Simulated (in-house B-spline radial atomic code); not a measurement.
# Au¹³⁺: Hartree-Fock with and without relativity

How do the shells of Au¹³⁺ move when the Schrödinger Hamiltonian gives way to Dirac's?

Method: Hartree-Fock averaged over the configuration, non-relativistic (point nucleus) and Dirac-Coulomb (finite nucleus); spherical all-electron atom at the radial basis limit. Code: in-house B-spline radial atomic code version 1.

**1. Starting point**

* element: gold (Z = 79)
* charge: +13
* electrons: 66
* configuration: [Kr] 4d10 4f14 5s2 5p4
* nucleus: point (non-relativistic run); Fermi, rms radius 5.437 fm (Dirac runs)

Outer shells as boxes (Hund's rule):

[Kr] 4d10 4f14 5s2 5p4
```
[Kr] core
4d [↑↓][↑↓][↑↓][↑↓][↑↓]
4f [↑↓][↑↓][↑↓][↑↓][↑↓][↑↓][↑↓]
5s [↑↓]
5p [↑↓][↑ ][↑ ]
```

The boxes draw the filling by Hund's rule, which heavy ions in jj coupling don't follow; these runs average over all states of the configuration.

**2. Non-relativistic run**

Settings of the run:

```ini
Z = 79
electrons = 66.0
configuration = [Kr] 4d10 4f14 5s2 5p4
hamiltonian = nr
method = hf
spin_polarised = False
```

**3. Dirac-Coulomb run**

Settings of the run:

```ini
Z = 79
electrons = 66.0
configuration = [Kr] 4d10 4f14 5s2 5p4
hamiltonian = dirac
method = hf
spin_polarised = False
nucleus = fermi
rms_radius = 5.4371
mass_number = 197
atomic_mass = 196.966570103
speed_of_light = 137.035999084
```

**4. Dirac-Coulomb run in the lowest jj configuration, 1s2 2s2 2p6 3s2 3p6 3d10 4s2 4p6 4d10 4f14 5s2 5p-2 5p+2**

In configurations, a minus sign after the shell means j = l − 1/2 and a plus sign j = l + 1/2; the count of electrons follows.

The settings differ from step 3 so:

```diff
@@ -2,3 +2,3 @@
 electrons = 66.0
-configuration = [Kr] 4d10 4f14 5s2 5p4
+configuration = 1s2 2s2 2p6 3s2 3p6 3d10 4s2 4p6 4d10 4f14 5s2 5p-2 5p+2
 hamiltonian = dirac
```

How much does each shell's level and mean radius change with the Dirac Hamiltonian, and the total energy?

The runs gave:

Levels and radii; the Dirac values are averaged over j with the occupations as weights.

| shell | ε non-rel. (eV) | ε Dirac (eV) | <r> non-rel. (bohr) | <r> Dirac (bohr) | change of <r> (%) |
| --- | --- | --- | --- | --- | --- |
| 1s | -73915.4 | -81516.4 | 0.01916 | 0.01687 | -11.98 |
| 2s | -12697.8 | -14739.9 | 0.08067 | 0.07042 | -12.71 |
| 2p | -12200.8 | -12890.8 | 0.06825 | 0.06372 | -6.62 |
| 3s | -3226.53 | -3739.75 | 0.2032 | 0.1829 | -10.00 |
| 3p | -2991.63 | -3186.80 | 0.1939 | 0.1838 | -5.19 |
| 3d | -2559.45 | -2541.11 | 0.1696 | 0.1677 | -1.09 |
| 4s | -912.43 | -1043.62 | 0.4458 | 0.4063 | -8.84 |
| 4p | -809.13 | -856.76 | 0.4505 | 0.4309 | -4.37 |
| 4d | -620.49 | -615.58 | 0.4579 | 0.4557 | -0.48 |
| 4f | -366.69 | -352.26 | 0.4729 | 0.4825 | +2.03 |
| 5s | -326.90 | -356.54 | 0.9523 | 0.8792 | -7.67 |
| 5p | -289.36 | -299.03 | 0.9982 | 0.9630 | -3.52 |

**Reading.** Relativity and the finite nucleus together change the total energy by -1170.10 hartree (-6.6 %). First-order perturbation theory (mass-velocity plus Darwin) gives -968.41 hartree, which is 83 % of the full shift. Averaged over j, the 2s shell contracts most (-12.71 %), while 4f expands by 2.03 %, being screened better by the contracted inner s and p shells. Spin-orbit coupling splits the 5p level by 21.348 eV and the 2p level by 1839.06 eV. The lowest jj configuration lies 13.731 eV below the average over the whole configuration. Breit terms add 21.2 hartree and QED terms 14.6 hartree.
